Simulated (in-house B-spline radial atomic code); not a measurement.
# Ni⁶⁺: excited configurations

Wanted: excitation energies of Ni⁶⁺ as differences of total energies (ΔSCF).

Program: in-house B-spline radial atomic code version 1. Level of theory: scalar-relativistic (spin-free one-electron X2C) RPBE, spin-polarised, spherical fractional occupations, Fermi nucleus, basis-set limit. These are calculated values, not measurements, unless marked.

### Step 1. The system

| Quantity | Value |
| --- | --- |
| element | nickel (Z = 28) |
| charge | +6 |
| electrons | 22 |
| configuration | [Ar] 3d4 |
| Hamiltonian | scalar-relativistic (X2C) |
| nucleus | Fermi, rms radius 3.776 fm |

The outer shells:

[Ar] 3d4
```
[Ar] core
3d [↑ ][↑ ][↑ ][↑ ][  ]
```

Where spins are not typed, each open shell is filled with up spins first.

### Step 2. The reference configuration

The run's settings:

```ini
Z = 28
electrons = 22.0
configuration = [Ar] 3d4
hamiltonian = x2c
method = rpbe,pbe
spin_polarised = True
nucleus = fermi
rms_radius = 3.7757
mass_number = 58
atomic_mass = 57.93534165
speed_of_light = 137.035999084
```

### Step 3. [Ar] 3d3 4d1

The settings differ from step 2 so:

```diff
@@ -2,3 +2,3 @@
 electrons = 22.0
-configuration = [Ar] 3d4
+configuration = [Ar] 3d3 4d1
 hamiltonian = x2c
```

### Step 4. [Ar] 3d3 4f1

The settings differ from step 3 so:

```diff
@@ -2,3 +2,3 @@
 electrons = 22.0
-configuration = [Ar] 3d3 4d1
+configuration = [Ar] 3d3 4f1
 hamiltonian = x2c
```

### Step 5. Configuration [Ne] 3s2 3p5 3d4 4f1

The settings differ from step 4 so:

```diff
@@ -2,3 +2,3 @@
 electrons = 22.0
-configuration = [Ar] 3d3 4f1
+configuration = [Ne] 3s2 3p5 3d4 4f1
 hamiltonian = x2c
```

### Step 6. Configuration [Ar] 3d3 4s1

The settings differ from step 5 so:

```diff
@@ -2,3 +2,3 @@
 electrons = 22.0
-configuration = [Ne] 3s2 3p5 3d4 4f1
+configuration = [Ar] 3d3 4s1
 hamiltonian = x2c
```

### Step 7. Run with [Ne] 3s2 3p5 3d5

The settings differ from step 6 so:

```diff
@@ -2,3 +2,3 @@
 electrons = 22.0
-configuration = [Ar] 3d3 4s1
+configuration = [Ne] 3s2 3p5 3d5
 hamiltonian = x2c
```

### Step 8. Run with [Ne] 3s2 3p5 3d4 4p1

The settings differ from step 7 so:

```diff
@@ -2,3 +2,3 @@
 electrons = 22.0
-configuration = [Ne] 3s2 3p5 3d5
+configuration = [Ne] 3s2 3p5 3d4 4p1
 hamiltonian = x2c
```

### Step 9. Configuration [Ne] 3s2 3p5 3d4 4s1

The settings differ from step 8 so:

```diff
@@ -2,3 +2,3 @@
 electrons = 22.0
-configuration = [Ne] 3s2 3p5 3d4 4p1
+configuration = [Ne] 3s2 3p5 3d4 4s1
 hamiltonian = x2c
```

### Step 10. Configuration [Ar] 3d3 4p1

The settings differ from step 9 so:

```diff
@@ -2,3 +2,3 @@
 electrons = 22.0
-configuration = [Ne] 3s2 3p5 3d4 4s1
+configuration = [Ar] 3d3 4p1
 hamiltonian = x2c
```

Before running: How far above the reference does each configuration lie (order and size, in eV)?

The runs gave:

| net move | configuration | 2|M_S|+1 | energy above the reference (eV) | largest <r> (bohr) |
| --- | --- | --- | --- | --- |
| 3d → 4s | [Ar] 3d3 4s1 | 5 | 46.193 | 1.68 |
| 3p → 3d | [Ne] 3s2 3p5 3d5 | 7 | 57.622 | 0.750 |
| 3d → 4p | [Ar] 3d3 4p1 | 5 | 57.976 | 1.80 |
| 3d → 4d | [Ar] 3d3 4d1 | 5 | 75.603 | 2.07 |
| 3d → 4f | [Ar] 3d3 4f1 | 5 | 90.190 | 2.35 |
| 3p → 4s | [Ne] 3s2 3p5 3d4 4s1 | 7 | 104.66 | 1.67 |
| 3p → 4p | [Ne] 3s2 3p5 3d4 4p1 | 7 | 116.50 | 1.80 |
| 3p → 4f | [Ne] 3s2 3p5 3d4 4f1 | 7 | 148.86 | 2.34 |

The lowest of them is 3d → 4s at 46.193 eV and the highest 3p → 4f at 148.86 eV. The reference has 2|M_S|+1 = 5; 4 of the configurations differ from it in spin. These are spherical averages at the typed spins, not spectroscopic levels.
